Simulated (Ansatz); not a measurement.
# In3GeO2: the cost of one run

Computed with Ansatz 0.2.0 (DFT PBE, scalar-relativistic, plane waves, PAW, unless a step's input says otherwise).

## 1. The system as given

It takes space group Cmmm (No. 65, orthorhombic). Conventional cell: a = 5.595 Å, b = 9.396 Å, c = 4.341 Å, α = 90.00°, β = 90.00°, γ = 90.00°. Around In (site symmetry m2m) lie 3 In at 2.65 to 3.03 Å and 4 O at 2.71 Å. Around In (site symmetry mmm) lie 4 In at 2.65 Å and 4 O at 2.73 Å. Ge (site symmetry mmm) has 10 In at 3.18 to 3.54 Å and 8 O at 3.49 Å as nearest neighbours. O (site symmetry 2/m) has 6 In at 2.71 to 2.73 Å and 4 Ge at 3.49 Å as nearest neighbours.

Coordinates:

```cif
data_structure
_symmetry_space_group_name_H-M 'P 1'
_symmetry_Int_Tables_number 1
_cell_length_a 5.4676
_cell_length_b 5.4676
_cell_length_c 4.3405
_cell_angle_alpha 90.000
_cell_angle_beta 90.000
_cell_angle_gamma 118.457
_cell_volume 114.08
loop_
_atom_site_label
_atom_site_type_symbol
_atom_site_fract_x
_atom_site_fract_y
_atom_site_fract_z
_atom_site_occupancy
In1 In 0.66109 0.33891 0.00000 1
In2 In 0.33891 0.66109 0.00000 1
In3 In 0.50000 0.50000 0.50000 1
Ge1 Ge 0.00000 0.00000 0.00000 1
O1 O 0.50000 0.00000 0.50000 1
O2 O 0.00000 0.50000 0.50000 1
```

The cell is invented: species swapped into a database cell of LaAl2Cu3 (Cmmm, No. 65), with Ge on the La sites, O on the Al sites and In on the Cu sites. The dimensions are guesses.

## 2. A first look at the guess

input.yaml reads:

```yaml
crystal:
  lattice:
    - [2.79733267, -4.69786329, 0.0]
    - [2.79733267, 4.69786329, 0.0]
    - [0.0, 0.0, 4.34053371]
  atoms:
    - { symbol: In, position: [0.66109169, 0.33890831, 0.0] }
    - { symbol: In, position: [0.33890831, 0.66109169, 0.0] }
    - { symbol: In, position: [0.5, 0.5, 0.5] }
    - { symbol: Ge, position: [0.0, 0.0, 0.0] }
    - { symbol: O, position: [0.5, 0.0, 0.5] }
    - { symbol: O, position: [0.0, 0.5, 0.5] }
basis:
  ecutwfc: 420
kpoints:
  mp_grid: { grid: [4, 4, 4] }
hamiltonian:
  xc: pbe
scf:
  occupations: { method: gaussian, width: 0.1 }
  lower_state_search: "off"
output:
  forces: true
  stress: true
  eigenvalues: true
```

On the command line:

```sh
ansatz run input.yaml --threads 1 --pin off --max-ram 2560MiB --backend cpu --events-out ev --progress --plain --runs-dir out
```

Q: Estimate wall time and peak memory on 1 thread of Arm Neoverse V1, shared host.

About 8.1 s, with a peak of 0.4 GiB.
